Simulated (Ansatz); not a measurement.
# ZnF2 (SMILES [F][Zn][F]): single points off equilibrium

One table from this session's results is given with a row withheld; the runs are named, their logs left out.

Program: Ansatz 0.2.0, Gaussian basis. Level of theory: single points in def2-TZVPP. These are calculated values, not measurements.

Cores are frozen in the correlated methods. The 3s and 3p shells of Cu and Zn are frozen; filled d shells are correlated. B3LYP uses VWN-RPA correlation.

**The starting structure**

SMILES `[F][Zn][F]`, 3 atoms, charge 0, spin multiplicity 1.

Atoms are counted from 1 here; the program's logs count them from 0.

Bond lengths: F1–Zn2 1.636 Å, Zn2–F3 1.683 Å. Angles: F1–Zn2–F3 116.2°.

Coordinates:

```
F    -1.22900    0.28200   -0.63280
Zn    0.17770    0.47350    0.17950
F     1.05930   -0.92910    0.47820
```

Set-up of the first run:

Contents of run/in.yaml:

```yaml
crystal:
  periodic: [false, false, false]
  atoms:
    - {symbol: F, position_ang: [-1.229000, 0.282000, -0.632800]}
    - {symbol: Zn, position_ang: [0.177700, 0.473500, 0.179500]}
    - {symbol: F, position_ang: [1.059300, -0.929100, 0.478200]}
basis:
  gaussian: {orbitals: def2-TZVPP}
correlation: {method: ccsd_t, frozen_orbitals: {F: 1, Zn: 9}}
output: {forces: true}
```

The command line of these runs was not kept.

Steps of the session up to this table: CCSD(T)/def2-TZVPP; PBE0-D4/def2-TZVPP; wB97M-V/def2-TZVPP; r2SCAN-D4/def2-TZVPP; PBE-D4/def2-TZVPP; r2SCANh-D4/def2-TZVPP; B3LYP-D4/def2-TZVPP.

One table of the session follows, with a row left open; its other results are not shown here.

| method | RMS force component (eV/Å) | angle to CCSD(T) forces (°) | dipole (D) |
| --- | --- | --- | --- |
| CCSD(T) | 1.933 | reference | 4.72 |
| PBE0-D4 | ? | ? | ? |
| wB97M-V | 2.008 | 1.4 | 4.47 |
| r2SCAN-D4 | 1.869 | 1.1 | 4.16 |
| PBE-D4 | 2.093 | 3.1 | 3.84 |
| r2SCANh-D4 | 1.839 | 1.6 | 4.35 |
| B3LYP-D4 | 2.061 | 2.1 | 4.28 |

Q: Estimate the row for PBE0-D4 from the others.

The run gave: RMS force component (eV/Å): 1.925; angle to CCSD(T) forces (°): 0.2; dipole (D): 4.43. In the column «RMS force component (eV/Å)» it lies between r2SCAN-D4 (1.869) and CCSD(T) (1.933).
